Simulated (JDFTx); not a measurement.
**AlCl (aluminium monochloride): solvation with BP86**

Molecule: AlCl (aluminium monochloride), in a box.

```
Al Cl
1.0
     9.00000    0.00000    0.00000
     0.00000    9.00000    0.00000
     0.00000    0.00000   12.00000
Al Cl
1 1
Direct
  0.50144 0.50233 0.41408
  0.50144 0.50233 0.59159
```

* Program: JDFTx 1.7.0 (patched build)
* Task: solvation
* Functional: BP86
* Potentials or basis: PseudoDojo-SR-PBE-0.5-standard with smoothed tails
* Cutoff: 789 eV
* Density cutoff: 3157 eV
* k mesh: 1 × 1 × 1
* Occupations: fixed
* Spin: no spin polarisation
* Check on overlapping cores: none
* Liquid model: LinearPCM
* Variant of the liquid model: GLSSA13
* Solvent: H2O
* Local potential set to -Z/r beyond: 6 bohr
* Bands: 10
* Density cutoff over wavefunction cutoff: 4
* Max SCF steps: 100
* SCF threshold on the energy: 1e-06 Ha
* Solver of the electrons: minimize
* Further solve for the empty bands: no
* Start: saved state of an earlier run

- Largest force: 0.969 eV/Å
- Loewdin charges: Al +0.43; Cl -0.36 e
- Solvation energy: -0.151 eV

Forces in eV/Å, atoms in the order of the input:
```
Al   0.000  0.000 -0.969
Cl   0.000  0.000  0.915
```

Run time: 26 s on 1 thread of Intel(R) Xeon(R) Platinum 8559C (Emerald Rapids), with other jobs on the host, peak memory 0.28 GiB.

Caveat: forces may be off by hundredths of an eV/Å; forces in the liquid are good to some per cent; the liquid is a continuum model, checked here against plausible ranges alone; the potentials were made for another functional, which shifts forces and pressure.
